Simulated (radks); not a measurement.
**V⁴⁺ in [Ne] 3s2 3p5.5 3d1.5: an all-electron calculation**

One table from this session's results is given with a row withheld; the runs are named, their logs left out.

The numbers are computed with radks (a radial shooting solver on a logarithmic mesh, Libxc functionals) version 1 (scalar-relativistic Kohn-Sham, SOGGA, spin-polarised, spherical densities, point nucleus; open shells are filled with parallel spins first), except any that are marked as measured or tabulated.

**The atom as given**

| Property | Result |
| --- | --- |
| element | vanadium (Z = 23) |
| charge | +4 |
| electrons | 19 |
| configuration | [Ne] 3s2 3p5.5 3d1.5 |

The first run:

The run's settings:

```text
Z 23
configuration [Ne] 3s2 3p5.5 3d1.5
relativity scalar-relativistic
functional sogga,pbe
spin polarised
nucleus point
c 137.035999084
```

One table of the session follows, with a row left open; its other results are not shown here.

It belongs to the step «Orbitals and density». From the orbitals of this run (lengths in bohr):

```
  level      <r>  outermost maximum (interpolated)  90 % within  nodes
  1s up  0.06649                            0.0435        0.119      0
1s down  0.06649                            0.0435        0.119      0
  2s up   0.3085                             0.256        0.479      1
2s down   0.3082                             0.256        0.478      1
  2p up        ?                                 ?            ?      ?
2p down   0.2739                             0.208        0.450      0
  3s up   0.9212                             0.810         1.37      2
3s down   0.9236                             0.811         1.37      2
  3p up   0.9659                             0.829         1.47      1
3p down   0.9700                             0.830         1.48      1
  3d up    1.070                             0.816         1.74      0
3d down    1.084                             0.820         1.77      0
```

Estimate the missing values for 2p up.

As computed: <r>: 0.2742; outermost maximum (interpolated): 0.208; 90 % within: 0.451; nodes: 0. In the column «<r>» it lies between 2p down (0.2739) and 2s down (0.3082).
